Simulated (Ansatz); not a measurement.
# SnH₃− (triplet): from Hartree-Fock to the top rungs, def2-TZVPD

One table from this session's results is given with a row withheld; the runs are named, their logs left out.

Computed with Ansatz 0.2.0, Gaussian basis. Level: def2-TZVPD, core rule «outside noble gas», up to 9 orbitals frozen.

The runs, in order: UHF; CCSD(T) on ROHF; CCSD(T) on UHF; BCCD(T) on ROHF; CCSDT(Q) on ROHF; CCSDT(Q) on UHF; CASSCF and MRCISD+Q, 8 electrons in 7 orbitals; CASSCF and NEVPT2, 8 electrons in 7 orbitals.

6 further runs of the same task are left out: 6 set aside as unsound or not needed.

**The system**

The geometry is a PBE0/def2-TZVPD stationary point (not a proven minimum). No spin-orbit coupling is included. Elements past krypton take def2 core potentials.

4 atoms, charge -1, spin multiplicity 3.

Atoms are counted from 1 here; the program's logs count them from 0.

Bond lengths: Sn1–H2 1.907 Å, Sn1–H3 1.771 Å, Sn1–H4 1.907 Å. Angles: H2–Sn1–H3 94.2°, H2–Sn1–H4 171.5°, H3–Sn1–H4 94.2°.

The first run:

in.yaml reads:

```yaml
crystal:
  periodic: [false, false, false]
  atoms:
    - {symbol: Sn, position_ang: [0.000000, -0.012328, 0.000000]}
    - {symbol: H, position_ang: [0.000000, -0.153539, -1.901410]}
    - {symbol: H, position_ang: [0.000000, 1.758989, 0.000000]}
    - {symbol: H, position_ang: [0.000000, -0.153539, 1.901410]}
basis:
  gaussian: {orbitals: def2-TZVPD}
total_charge: -1
magnetization: {spin_polarized: true, initial_magnetization: 2}
hamiltonian: {xc: hf}
output: {orbitals: {seedname: orbitals}}
```

Run with:

```sh
$ ansatz run in.yaml --threads 1 --pin off --events-out ev --progress --plain --max-ram 4096MiB --backend cpu
```

Steps of the session up to this table: UHF; CCSD(T) on ROHF; CCSD(T) on UHF; BCCD(T) on ROHF; CCSDT(Q) on ROHF; CCSDT(Q) on UHF; CASSCF and MRCISD+Q, 8 electrons in 7 orbitals; CASSCF and NEVPT2, 8 electrons in 7 orbitals.

One of the session's tables, all rows but one given; the rest of the session is left out.

| method | from UCCSDT(Q) (kcal/mol) |
| --- | --- |
| ROHF | +94.95 |
| UHF | +90.15 |
| RMP2 | +21.95 |
| UMP2 | +21.86 |
| RCCSD | +3.80 |
| UCCSD | +3.49 |
| RCCSD(T) | +0.96 |
| UCCSD(T) | +0.78 |
| BCCD(T) | +0.97 |
| RCCSDT | +0.30 |
| UCCSDT | +0.09 |
| RCCSDT(Q) | +0.21 |
| UCCSDT(Q) | 0 |
| CASSCF valence | +72.54 |
| NEVPT2 valence | +19.40 |
| MRCISD valence | ? |
| MRCISD+Q valence | +0.33 |

**Question.** Estimate the row for MRCISD valence.

As computed: from UCCSDT(Q) (kcal/mol): +5.35. In the column «from UCCSDT(Q) (kcal/mol)» it lies between RCCSD (+3.80) and NEVPT2 valence (+19.40).

Caveats from the session: Restricted and unrestricted rows rest on different reference determinants; where their highest levels disagree by more than a few hundredths of an eV, they describe different states and don't form one ladder.
